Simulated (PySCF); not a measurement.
**C₃H₉NO₂Si: electronic excitations**

What electronic excitations should C₃H₉NO₂Si (`CO[SiH2]NC(C)=O`) show?

Programs: PySCF 2.14.0, with density-fitted response routines of our own. Each step states its level of theory. These are calculated values for one molecule in the gas phase, unless marked as measured. Atoms count from 0, in the outputs and in this text.

## 1. The molecule as given

16 atoms, charge 0, multiplicity 1; geometry from: GFN2-xTB.

Bonds of the start (Å): C0–O1 1.39, O1–Si2 1.62, Si2–N3 1.74, N3–C4 1.35, C4–C5 1.51, C4–O6 1.21, C0–H7 1.09, C0–H8 1.09, C0–H9 1.09, Si2–H10 1.46, Si2–H11 1.46, N3–H12 1.01, C5–H13 1.09, C5–H14 1.09, C5–H15 1.09.

## 2. Ultraviolet spectrum: wB97X-D/def2-SVPD

What the job is given:

```
{"job": {"kind": "uv", "xc": "wB97X-D", "basis": "def2-SVPD", "nstates": 8, "ntriplets": 3}, "charge": 0, "multiplicity": 1}
C     -3.071578    -1.042164     0.238126
O     -1.721867    -0.735467     0.389025
Si    -0.811842     0.107557    -0.660571
N      0.683948     0.049939     0.227658
C      1.729750     0.689969    -0.331678
C      3.026831     0.655799     0.441656
O      1.591473     1.248154    -1.400486
H     -3.663305    -0.135608     0.096505
H     -3.225779    -1.692274    -0.625659
H     -3.407233    -1.554533     1.140055
H     -0.678032    -0.577933    -1.942673
H     -1.283461     1.482206    -0.796901
H      0.800005    -0.418123     1.111927
H      2.879174     1.082315     1.431988
H      3.785642     1.223842    -0.088665
H      3.358676    -0.374734     0.553522
```

Level: TDDFT wB97X-D/def2-SVPD, vertical, gas phase, core orbitals frozen in the response.

The run is started by

```sh
> OMP_NUM_THREADS=1 python probes_run.py task.json out
```

One launch serves the whole session: the jobs run in the order shown.

Predict these results of the whole session: lowest singlet (wB97X-D/def2-SVPD); brightest single state of those computed; lowest triplet.

**Answer**, as computed:

| quantity | value |
| --- | --- |
| lowest singlet (wB97X-D/def2-SVPD) | 5.84 eV (212 nm), f = 0.001 |
| brightest single state of those computed | state 7, 8.06 eV, f = 0.158 |
| lowest triplet | 5.40 eV |

**Reading.** The first singlet state (HOMO→LUMO+2 0.95) lies at 5.84 eV and is dark; of the 8 states computed, the strongest absorption comes from state 7 at 8.06 eV. The lowest triplet lies 0.44 eV below the lowest singlet (triplets in Tamm-Dancoff, singlets in full TDDFT).
